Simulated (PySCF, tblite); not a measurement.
**C4H11NO2Si: geometry, infrared bands and NMR shifts**

Wanted: the infrared bands and NMR shifts of C4H11NO2Si (`C=C(C)[Si@@](N)(O)OC`), by calculation.

The runs use tblite 0.8.0 and PySCF 2.14.0, with density-fitted response routines of our own; the level of theory stands in each step. All values are computed, except where a source is named. Atoms are numbered from 0 throughout.

### 1 The starting structure

19 atoms, charge 0, multiplicity 1; geometry from: force field or distance geometry start.

Bonds of the start (Å): C0–C1 1.33, C1–C2 1.48, C1–Si3 1.87, Si3–N4 1.77, Si3–O5 1.72, Si3–O6 1.68, O6–C7 1.38, C0–H8 1.08, C0–H9 1.11, C2–H10 1.11, C2–H11 1.12, C2–H12 1.11, N4–H13 1.02, N4–H14 1.04, O5–H15 0.98, C7–H16 1.10, C7–H17 1.12, C7–H18 1.10.

### 2 Relaxing the molecule with GFN2-xTB

The job: settings as JSON, then the geometry in Å.

```
{"job": {"kind": "relax", "xc": "GFN2-xTB", "basis": "xTB"}, "charge": 0, "multiplicity": 1}
C     -1.632400    -0.975400     1.040200
C     -1.262800     0.061600     0.299900
C     -2.167300     1.239100     0.293600
Si     0.335300     0.062800    -0.662700
N      0.828500    -1.626000    -0.877800
O     -0.087000     0.716500    -2.201400
O      1.501200     1.072700     0.014800
C      2.611400     0.445700     0.535400
H     -1.078100    -1.897000     1.151600
H     -2.593900    -0.920100     1.593700
H     -1.529100     2.120800     0.091100
H     -2.909200     1.169600    -0.540100
H     -2.667300     1.395700     1.276400
H      1.393800    -2.007800    -0.114300
H     -0.047100    -2.175200    -1.010400
H      0.532800     0.389100    -2.881100
H      2.449000     0.194400     1.594500
H      3.460500     1.169400     0.484500
H      2.851800    -0.426600    -0.095300
```

Started as:

```
> OMP_NUM_THREADS=1 python probes_run.py task.json out
```

This one command runs all jobs of the session in turn.

**Question.** This job is followed by: GFN2-xTB harmonic vibrations, gas phase; GIAO PBE0/pcSseg-1 NMR shielding, non-relativistic, gas phase. Predict these results of the whole session: strongest single infrared mode (GFN2-xTB); zero-point energy (GFN2-xTB); ¹³C shifts against TMS (PBE0/pcSseg-1); ¹H shifts against TMS (PBE0/pcSseg-1, means over atoms taken as alike); ²⁹Si shifts against TMS (PBE0/pcSseg-1); ¹⁵N shifts against NH3 (PBE0/pcSseg-1); ¹⁷O shifts against H2O (PBE0/pcSseg-1).

As calculated:

| quantity | value |
| --- | --- |
| strongest single infrared mode (GFN2-xTB) | 864 cm⁻¹, 322 km/mol |
| zero-point energy (GFN2-xTB) | 94.3 kcal/mol |
| ¹³C shifts against TMS (PBE0/pcSseg-1) | 154.2, 133.8, 51.1, 27.0 ppm |
| ¹H shifts against TMS (PBE0/pcSseg-1, means over atoms taken as alike) | 5.97, 5.35, 3.67, 2.04, 2.03, 0.58 ppm |
| ²⁹Si shifts against TMS (PBE0/pcSseg-1) | -41.2 ppm |
| ¹⁵N shifts against NH3 (PBE0/pcSseg-1) | 21.1 ppm |
| ¹⁷O shifts against H2O (PBE0/pcSseg-1) | 48.6, 25.1 ppm |

In words: The optimisation took 131 steps and gained 0.714 eV; among the close pairs (by a distance rule), Si3–O5 changed most, from 1.724 to 1.621 Å. No mode is imaginary among the 51: a minimum at this level. The strongest single mode, at 864 cm⁻¹, moves mainly H15. GFN2-xTB is a fitted tight-binding method: band positions and strengths are rough. Its intensities can rank the bands wrongly. The most deshielded carbon is C1 (fully substituted alkene carbon), at 154.2 ppm: the olefinic region. At PBE0/pcSseg-1: Shielding is most anisotropic at C1 (span 250 ppm, paramagnetic term -235 ppm).
